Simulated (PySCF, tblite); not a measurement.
# alpha,2-didehydrotoluene (C₇H₆) (triplet): geometry, infrared bands and EPR parameters

What infrared bands and EPR parameters should alpha,2-didehydrotoluene (C₇H₆) (triplet) (`[CH2]c1[c]cccc1`) show?

Computed with tblite 0.8.0 and PySCF 2.14.0, with density-fitted response routines of our own, on a single molecule in the gas phase. Atoms are numbered from 0 throughout.

## 1. Starting geometry

13 atoms, charge 0, multiplicity 3; geometry from: force field or distance geometry start.

Bonds of the start (Å): C0–C1 1.47, C1–C2 1.39, C2–C3 1.40, C3–C4 1.39, C4–C5 1.39, C5–C6 1.40, C6–C1 1.39, C0–H7 1.07, C0–H8 1.08, C3–H9 1.09, C4–H10 1.09, C5–H11 1.08, C6–H12 1.08.

## 2. Geometry optimisation with GFN2-xTB

Job settings and geometry (Å):

```
{"job": {"kind": "relax", "xc": "GFN2-xTB", "basis": "xTB"}, "charge": 0, "multiplicity": 3}
C      2.397300    -0.195900    -0.212900
C      0.935600    -0.157100    -0.106500
C      0.226100    -1.353400    -0.207100
C     -1.173800    -1.338500    -0.112100
C     -1.851400    -0.149900     0.126100
C     -1.139500     1.042800     0.230900
C      0.259600     1.040700     0.122300
H      2.900600    -1.130500    -0.380500
H      2.968800     0.716500    -0.125000
H     -1.723900    -2.280800    -0.190200
H     -2.936900    -0.144600     0.200700
H     -1.664300     1.975600     0.408500
H      0.797400     1.975800     0.227900
```

Command:

```
$ OMP_NUM_THREADS=1 python probes_run.py task.json out
```

This one command runs all jobs of the session in turn.

**Question.** This job is followed by: GFN2-xTB harmonic vibrations, gas phase; PBE0-D3(BJ)/def2-SVP geometry optimisation, gas phase; UKS B3LYP, IGLO-III on C, pcH-1 on H, non-relativistic, mean-field spin-orbit, GIAO. What will the session give for the following? strongest single infrared mode (GFN2-xTB); zero-point energy (GFN2-xTB); point group; rotational constants (main isotopes); D, E (B3LYP); g(iso) (B3LYP); ⟨S²⟩; largest a(iso) (averaged by class); surface potential, 1st and 99th percentile.

As calculated:

```
                                 quantity                 value
strongest single infrared mode (GFN2-xTB)  3070 cm⁻¹, 51 km/mol
             zero-point energy (GFN2-xTB)         61.9 kcal/mol
                              point group                    Cs
     rotational constants (main isotopes)  5.93, 2.68, 1.85 GHz
                             D, E (B3LYP)     0.071, 0.000 cm⁻¹
                           g(iso) (B3LYP)               2.00240
                                     ⟨S²⟩    2.048 (exact 2.00)
       largest a(iso) (averaged by class)  13C on C2, 198.6 MHz
    surface potential, 1st and 99th percentile    -0.51 V and 0.95 V
```

In words: Over 21 steps the energy fell by 0.290 eV; of the close pairs, C0–C1 changed most, 1.466 to 1.377 Å (GFN2-xTB). No mode is imaginary among the 33: a minimum at this level. The strongest single mode, at 3070 cm⁻¹, moves mainly H12. Unscaled tight-binding wavenumbers are off by several per cent, some by more. Its intensities can rank the bands wrongly. The optimisation took 6 steps and gained 0.215 eV; among the close pairs (by a distance rule), C2–C3 changed most, from 1.296 to 1.370 Å (PBE0/def2-SVP). C2 carries the largest spin population, 1.19 e. The isotropic g lies 0.1 ppt above the free-electron value.
